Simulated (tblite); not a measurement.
# C2H8BClSi2: the cost of one run

Programs: tblite 0.8.0 and PySCF 2.14.0, with density-fitted response routines of our own. Each step states its level of theory. These are calculated values for one molecule in the gas phase, unless marked as measured. Atoms are numbered from 0 throughout.

### Step 1. The molecule as given

14 atoms, charge 0, multiplicity 1; geometry from: force field or distance geometry start.

Bonds of the start (Å): B0–Si1 1.93, Si1–Si2 2.26, Si2–Cl3 2.09, Si2–C4 1.83, C4–C5 1.34, B0–H6 1.19, B0–H7 1.17, Si1–H8 1.47, Si1–H9 1.48, Si2–H10 1.47, C4–H11 1.08, C5–H12 1.10, C5–H13 1.08.

### Step 2. Relaxing the molecule with GFN2-xTB

Job settings and geometry (Å):

```
{"job": {"kind": "relax", "xc": "GFN2-xTB", "basis": "xTB"}, "charge": 0, "multiplicity": 1}
B     -2.954900    -0.110800     0.294400
Si    -1.242600     0.742300     0.071600
Si     0.326300    -0.881600     0.159400
Cl     0.567000    -1.609600    -1.790000
C      1.919500    -0.244500     0.805700
C      2.660300     0.471100    -0.049600
H     -3.882700     0.533100     0.662400
H     -3.169200    -1.220700    -0.005700
H     -1.214900     1.399300    -1.237800
H     -1.029600     1.724700     1.154500
H     -0.187800    -1.883700     1.100000
H      2.243700    -0.441900     1.817400
H      3.615600     0.851600     0.345700
H      2.348700     0.670200    -1.067100
```

Run with:

```
$ OMP_NUM_THREADS=1 python probes_run.py task.json out
```

One launch serves the whole session: the jobs run in the order shown.

**Question.** How long does this first job take on 1 thread of Arm Neoverse N1, shared host, and how much memory does it need?

About 2.9 s, with a peak of 0.18 GiB.
